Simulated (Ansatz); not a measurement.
# WCl+ (septet): wave-function methods side by side, def2-QZVPP

The task here is to estimate one member of a computed series from the others.

Computed with Ansatz 0.2.0, Gaussian basis. Level: def2-QZVPP, core rule «outside noble gas», up to 9 orbitals frozen.

To be run: UHF; ROHF; CCSD(T) on UHF.

## The system

The geometry is a PBE0/def2-TZVP stationary point (not a proven minimum). No spin-orbit coupling is included. Elements past krypton take def2 core potentials.

2 atoms, charge 1, spin multiplicity 7.

Atoms are counted from 1 here; the program's logs count them from 0.

Bond lengths: W1–Cl2 2.513 Å.

The first run:

The input, in.yaml:

```yaml
crystal:
  periodic: [false, false, false]
  atoms:
    - {symbol: W, position_ang: [0.000000, 0.000000, 0.000000]}
    - {symbol: Cl, position_ang: [0.000000, 0.000000, 2.513200]}
basis:
  gaussian: {orbitals: "def2-QZVPP.json"}
total_charge: 1
magnetization: {spin_polarized: true, initial_magnetization: 6}
hamiltonian: {xc: hf}
output: {orbitals: {seedname: orbitals}}
```

Run with:

```
ansatz run in.yaml --threads 1 --pin off --events-out ev --progress --plain --max-ram 4096MiB --backend cpu
```

Steps of the session up to this table: UHF; ROHF; CCSD(T) on UHF.

One table of the session follows, with a row left open; its other results are not shown here.

| method | from UCCSD(T) (meV) |
| --- | --- |
| ROHF | ? |
| UHF | +7726.1 |
| UMP2 | +1067.5 |
| UCCSD | +283.9 |
| UCCSD(T) | 0 |

Estimate the missing values for ROHF.

The run gave: from UCCSD(T) (meV): +8043.7. In the column «from UCCSD(T) (meV)» it is the highest.
